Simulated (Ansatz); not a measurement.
# C₁₁H₁₄OTi: one species, many methods

One table from this session's results is given with a row withheld; the runs are named, their logs left out.

Computed with Ansatz 0.2.0, Gaussian basis. Level: functionals in def2-TZVPP, the program's frozen cores in correlated methods.

The runs, in order: LDA (SPW92), PBE-D4, revPBE-D4, BLYP-D4, r2SCAN-D4, B97M-V, PBE0-D4, B3LYP-D4, r2SCANh-D4, r2SCAN0-D4, HSE06-D4, BHLYP-D4, CAM-B3LYP-D4, LC-ωPBE, ωB97X-V, ωB97M-V, B2PLYP, PBE-QIDH; CCSD(T)/def2-SVP; CCSD(T)/def2-TZVPP; MP2/def2-QZVPP; extrapolation to the limit; RPA on PBE.

**Structure used throughout**

An earlier PBE0-D4 in a triple-zeta def2 set relaxation fixed the geometry.

SMILES `[CH3][Ti]12345678([OH])([C@H]9[C@@H]1[C@@H]2[C@@H]3[C@H]94)[C@H]1[C@@H]5[C@@H]6[C@@H]7[C@H]18`, 27 atoms, charge 0, spin multiplicity 1.

Atoms are counted from 1 here; the program's logs count them from 0.

Bond lengths: C1–Ti2 2.167 Å, C1–H14 1.093 Å, C1–H15 1.093 Å, C1–H16 1.092 Å, Ti2–O3 1.860 Å, Ti2–C4 2.415 Å, Ti2–C5 2.418 Å, Ti2–C6 2.383 Å, Ti2–C7 2.392 Å, Ti2–C8 2.402 Å, Ti2–C9 2.395 Å, Ti2–C10 2.393 Å, Ti2–C11 2.398 Å, Ti2–C12 2.400 Å, Ti2–C13 2.394 Å, O3–H17 0.958 Å, C4–C5 1.403 Å, C4–C8 1.413 Å and more. Angles: Ti2–C1–H14 114.8°, Ti2–C1–H15 109.0°, Ti2–C1–H16 107.8°, H14–C1–H15 108.2°, H14–C1–H16 108.6°, H15–C1–H16 108.2°, C1–Ti2–O3 94.3°, C1–Ti2–C4 84.0°, C1–Ti2–C5 117.3°, C1–Ti2–C6 132.7°, C1–Ti2–C7 103.7°, C1–Ti2–C8 75.8°, C1–Ti2–C9 123.7°, C1–Ti2–C10 130.0°, C1–Ti2–C11 97.6°, C1–Ti2–C12 74.5°, C1–Ti2–C13 89.6°, O3–Ti2–C4 89.4° and more.

The first run:

File in.yaml:

```yaml
crystal:
  periodic: [false, false, false]
  atoms:
    - {symbol: C, position_ang: [-1.024941, -1.913716, -0.364318]}
    - {symbol: Ti, position_ang: [-0.170833, -0.029221, 0.278932]}
    - {symbol: O, position_ang: [-1.132837, 0.023799, 1.870413]}
    - {symbol: C, position_ang: [-2.066240, 0.929764, -0.869384]}
    - {symbol: C, position_ang: [-1.448980, 1.974922, -0.165315]}
    - {symbol: C, position_ang: [-0.154247, 2.149482, -0.685697]}
    - {symbol: C, position_ang: [0.013576, 1.228528, -1.747167]}
    - {symbol: C, position_ang: [-1.161363, 0.469851, -1.851905]}
    - {symbol: C, position_ang: [1.647897, 0.145458, 1.827162]}
    - {symbol: C, position_ang: [2.118331, 0.599821, 0.581857]}
    - {symbol: C, position_ang: [2.106424, -0.492302, -0.313834]}
    - {symbol: C, position_ang: [1.626003, -1.616156, 0.382762]}
    - {symbol: C, position_ang: [1.339457, -1.220932, 1.703856]}
    - {symbol: H, position_ang: [-0.592640, -2.323419, -1.281060]}
    - {symbol: H, position_ang: [-2.098167, -1.782274, -0.521360]}
    - {symbol: H, position_ang: [-0.883683, -2.636758, 0.441816]}
    - {symbol: H, position_ang: [-2.037540, 0.337692, 1.836810]}
    - {symbol: H, position_ang: [-3.047092, 0.521346, -0.677538]}
    - {symbol: H, position_ang: [-1.863815, 2.517162, 0.671105]}
    - {symbol: H, position_ang: [0.565004, 2.880803, -0.352939]}
    - {symbol: H, position_ang: [0.894237, 1.123061, -2.360551]}
    - {symbol: H, position_ang: [-1.342052, -0.330150, -2.551620]}
    - {symbol: H, position_ang: [1.481532, 0.752099, 2.703844]}
    - {symbol: H, position_ang: [2.440586, 1.603511, 0.353367]}
    - {symbol: H, position_ang: [2.410101, -0.473271, -1.349088]}
    - {symbol: H, position_ang: [1.494802, -2.604395, -0.026563]}
    - {symbol: H, position_ang: [0.886480, -1.834726, 2.466437]}
basis:
  gaussian: {orbitals: def2-TZVPP}
hamiltonian: {xc: lda}
output: {orbitals: {seedname: orbitals}}
```

Started as:

```
$ ansatz run in.yaml --threads 11 --pin off --events-out ev --progress --plain --max-ram 166912MiB --backend cuda --devices 0, --max-vram 75GiB
```

Steps of the session up to this table: LDA; PBE-D4 (GGA); revPBE-D4 (GGA); BLYP-D4 (GGA); r2SCAN-D4 (meta-GGA); B97M-V (meta-GGA); PBE0-D4 (hybrid); B3LYP-D4 (hybrid); r2SCANh-D4 (hybrid); r2SCAN0-D4 (hybrid); HSE06-D4 (hybrid); BHLYP-D4 (hybrid); CAM-B3LYP-D4 (range-separated); LC-ωPBE (range-separated); ωB97X-V (range-separated); ωB97M-V (range-separated); B2PLYP (double hybrid); PBE-QIDH (double hybrid).

One of the session's tables, all rows but one given; the rest of the session is left out.

It belongs to the step «Orbital energies across the functionals». 

```
  functional  HOMO (eV)  gap (eV)
 LDA (SPW92)      -5.70      3.27
      PBE-D4      -5.50      3.34
   revPBE-D4      -5.43      3.37
     BLYP-D4      -5.33      3.29
   r2SCAN-D4      -5.66      3.64
      B97M-V      -5.70      3.73
     PBE0-D4      -6.48      5.43
    B3LYP-D4      -6.28      4.96
  r2SCANh-D4      -6.03      4.44
  r2SCAN0-D4      -6.59      5.63
    HSE06-D4      -6.09      4.65
    BHLYP-D4      -7.28      7.47
CAM-B3LYP-D4      -7.68      7.75
     LC-ωPBE          ?         ?
     ωB97X-V      -8.61      9.76
     ωB97M-V      -8.54      9.62
```

**Question.** Estimate the row for LC-ωPBE.

As computed: HOMO (eV): -8.93; gap (eV): 10.11. In the column «HOMO (eV)» it is the lowest.
